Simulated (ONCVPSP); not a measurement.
# Pseudopotential generation for Cu: ONCV, PBE

Do these settings give a usable potential? It is generated, then checked for transferability, scattering, ghosts and hardness.

Program: ONCVPSP 4.0.1.1 (patched build). Reference atom: PBE, scalar-relativistic, spherical and spin-unpolarised. All values are calculated.

## Step 1: The design

Typed settings, in words:

```
element                 : copper (Cu, Z = 29)
type                    : optimised norm-conserving Vanderbilt (ONCV)
frozen core             : [Ne]
valence charge          : 19
reference configuration : 3s2 3p6 3d10 4s1
partial waves           : 3s+4s: rc 1.00 bohr, ncon 4, nbas 7, qcut 11.6 1/bohr, 2 projectors; 3p: rc 0.80 bohr, ncon 5, nbas 9, qcut 9.5 1/bohr, 3 projectors, debl 1.5 Ha; 3d: rc 1.45 bohr, ncon 3, nbas 7, qcut 10.4 1/bohr, 2 projectors, debl 3.2 Ha
local potential         : polynomial inside 0.70 bohr (lpopt 1, dvloc0 3 Ha)
core correction         : not asked for
```

An earlier all-electron run gives the scale for the radii.

All-electron outer shells of the reference configuration (PBE, scalar-relativistic, ld1.x):

| shell | level (eV) | outermost node (bohr) | outermost maximum (bohr) |
| --- | --- | --- | --- |
| 2p | -916.98 | – | 0.16 |
| 3s | -114.70 | 0.29 | 0.61 |
| 3p | -72.14 | 0.26 | 0.62 |
| 3d | -5.04 | – | 0.60 |
| 4s | -4.61 | 0.89 | 2.27 |
| 4p | -0.70 | 0.97 | 3.65 |

## Step 2: Generating the potential

Input file Cu.dat:

```
# ATOM AND REFERENCE CONFIGURATION
# atsym  z   nc   nv     iexc    psfile
  Cu 29.00    3    4        4      upf
#
#   n    l    f
    1    0    2.00
    2    0    2.00
    2    1    6.00
    3    0    2.00
    3    1    6.00
    3    2   10.00
    4    0    1.00
#
# PSEUDOPOTENTIAL AND OPTIMIZATION
# lmax
    2
#
#   l,   rc,      ep,       ncon, nbas, qcut
    0    1.00    0.00    4    7   11.60
    1    0.80    0.00    5    9    9.50
    2    1.45    0.00    3    7   10.40
#
# LOCAL POTENTIAL
# lloc, lpopt,  rc(5),   dvloc0
    4    1    0.70    3.00
#
# VANDERBILT-KLEINMAN-BYLANDER PROJECTORs
# l, nproj, debl
    0    2    0.50
    1    3    1.50
    2    2    3.20
#
# MODEL CORE CHARGE
# icmod, fcfact, rcfact
    0    0.00    0.00
#
# LOG DERIVATIVE ANALYSIS
# epsh1, epsh2, depsh
   -6.00    5.00    0.04
#
# OUTPUT GRID
# rlmax, drl
    6.00    0.01
#
# TEST CONFIGURATIONS
# ncnf
    4
# nvcnf
#   n    l    f
    4
    3    0    2.00
    3    1    6.00
    3    2   10.00
    4    0    0.00
#
    4
    3    0    2.00
    3    1    6.00
    3    2    9.00
    4    0    0.00
#
    4
    3    0    2.00
    3    1    6.00
    3    2    8.00
    4    0    0.00
#
    4
    3    0    2.00
    3    1    5.00
    3    2   10.00
    4    0    1.00
#
```

Started as:

```sh
$ oncvpsp.x < Cu.dat > Cu.out
```

Before running it: what results should come out? Wanted: cutoffs for 1 and 0.1 mHa per electron, occupied waves; bound ghosts; GHOST(+) flags; largest test error; largest phase difference near zero energy, channels read; projector energies reset by the program.

The runs gave:

```
                                                quantity                                             value
  cutoffs for 1 and 0.1 mHa per electron, occupied waves                                 115 Ha and 370 Ha
                                            bound ghosts                                  p at -2367.54 eV
                                          GHOST(+) flags                                none at low energy
                            largest test error (AE − PS)  -213 meV, for 3s2 3p5 3d10 4s1 (1 test unsolved)
largest phase difference near zero energy, channels read                                         0.000 rad
                 projector energies reset by the program                        p: -2.651, 0.250, 1.750 Ha
```

What this shows: It has a bound ghost (p), a state that the atom doesn't have, and that rules the file out. By total energies transferability is fair for so large an energy: the largest error is 213 meV on 79.5 eV, for 3s2 3p5 3d10 4s1. That test lies far up in energy; among those under 40 eV, nearer to bonding, the largest error is 7.3 meV. Of the tests 1 gave no usable energy difference, which is a warning in itself. The potential is very hard: the looser tolerance needs 115 Ha. The tighter tolerance needs 370 Ha, and converged work needs a cutoff nearer that. At the looser tolerance the 3p wave is the slowest; 3s needs 53 Ha. Near zero energy the phases of the channels with partial waves agree within 0.001 rad.
